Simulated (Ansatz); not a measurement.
# CH₇FSi₃: one species, many methods

The task here is to estimate one member of a computed series from the others.

Computed with Ansatz 0.2.0, Gaussian basis. Level: functionals in def2-TZVPP, the program's frozen cores in correlated methods.

Plan: PBE-D4, r2SCAN-D4, PBE0-D4, B3LYP-D4, ωB97X-V, ωB97M-V, B2PLYP; CCSD(T)/def2-TZVPP; MP2/def2-QZVPP; extrapolation to the limit.

### The geometry

All runs share one geometry, relaxed beforehand with PBE0-D4 in a triple-zeta def2 set.

12 atoms, charge 0, spin multiplicity 1.

Atoms are counted from 1 here; the program's logs count them from 0.

Bond lengths: F1–Si2 1.607 Å, Si2–Si3 2.314 Å, Si2–H6 1.485 Å, Si2–H7 1.487 Å, Si3–C4 1.910 Å, Si3–Si5 2.259 Å, Si3–H8 1.484 Å, C4–Si5 1.885 Å, C4–H9 1.088 Å, C4–H10 1.087 Å, Si5–H11 1.481 Å, Si5–H12 1.481 Å. Angles: F1–Si2–Si3 112.9°, F1–Si2–H6 107.3°, F1–Si2–H7 107.6°, Si3–Si2–H6 111.4°, Si3–Si2–H7 107.9°, H6–Si2–H7 109.8°, Si2–Si3–C4 116.2°, Si2–Si3–Si5 115.8°, Si2–Si3–H8 119.1°, C4–Si3–Si5 53.0°, C4–Si3–H8 115.6°, Si5–Si3–H8 120.1°, Si3–C4–Si5 73.1°, Si3–C4–H9 115.5°, Si3–C4–H10 117.2°, Si5–C4–H9 116.5°, Si5–C4–H10 118.3°, H9–C4–H10 111.4° and more.

The first run:

File in.yaml:

```yaml
crystal:
  periodic: [false, false, false]
  atoms:
    - {symbol: F, position_ang: [-2.981241, -0.313786, 1.300485]}
    - {symbol: Si, position_ang: [-1.859466, 0.726119, 0.807703]}
    - {symbol: Si, position_ang: [-0.416727, -0.180636, -0.758072]}
    - {symbol: C, position_ang: [1.012630, -1.245101, -0.071474]}
    - {symbol: Si, position_ang: [1.752239, 0.419616, -0.558003]}
    - {symbol: H, position_ang: [-2.566910, 1.914436, 0.266900]}
    - {symbol: H, position_ang: [-1.055867, 1.116985, 1.995686]}
    - {symbol: H, position_ang: [-0.953096, -0.599706, -2.076328]}
    - {symbol: H, position_ang: [1.295874, -2.099840, -0.682263]}
    - {symbol: H, position_ang: [0.977156, -1.505288, 0.983462]}
    - {symbol: H, position_ang: [2.204622, 1.294834, 0.547670]}
    - {symbol: H, position_ang: [2.667683, 0.417164, -1.721866]}
basis:
  gaussian: {orbitals: def2-TZVPP}
hamiltonian: {xc: pbe, dispersion: d4}
output: {forces: true, orbitals: {seedname: orbitals}}
```

Run with:

```bash
$ ansatz run in.yaml --threads 4 --pin off --events-out ev --progress --plain --max-ram 10444MiB
```

Steps of the session up to this table: PBE-D4 (GGA); r2SCAN-D4 (meta-GGA); PBE0-D4 (hybrid); B3LYP-D4 (hybrid); ωB97X-V (range-separated); ωB97M-V (range-separated); B2PLYP (double hybrid); CCSD(T) in def2-TZVPP; MP2 in def2-QZVPP.

One of the session's tables, all rows but one given; the rest of the session is left out.

```
            method  atomisation energy (kJ/mol)
            PBE-D4                       4001.2
         r2SCAN-D4                       4004.1
           PBE0-D4                       3966.8
          B3LYP-D4                       3972.8
           ωB97X-V                       4020.8
           ωB97M-V                       3990.4
            B2PLYP                       3926.3
     HF/def2-TZVPP                            ?
    MP2/def2-TZVPP                       3910.4
   CCSD/def2-TZVPP                       3833.9
CCSD(T)/def2-TZVPP                       3884.8
           MP2/CBS                       4021.4
       CCSD(T)/CBS                       3995.8
```

Estimate the missing values for HF/def2-TZVPP.

The run gave: atomisation energy (kJ/mol): 2982.2. In the column «atomisation energy (kJ/mol)» it is the lowest.

To keep in mind: Free atoms (1 F, 3 Si, 1 C, 7 H) were run apart at each level; the atomisation energy is their sum less the molecule, without zero-point or spin-orbit terms.
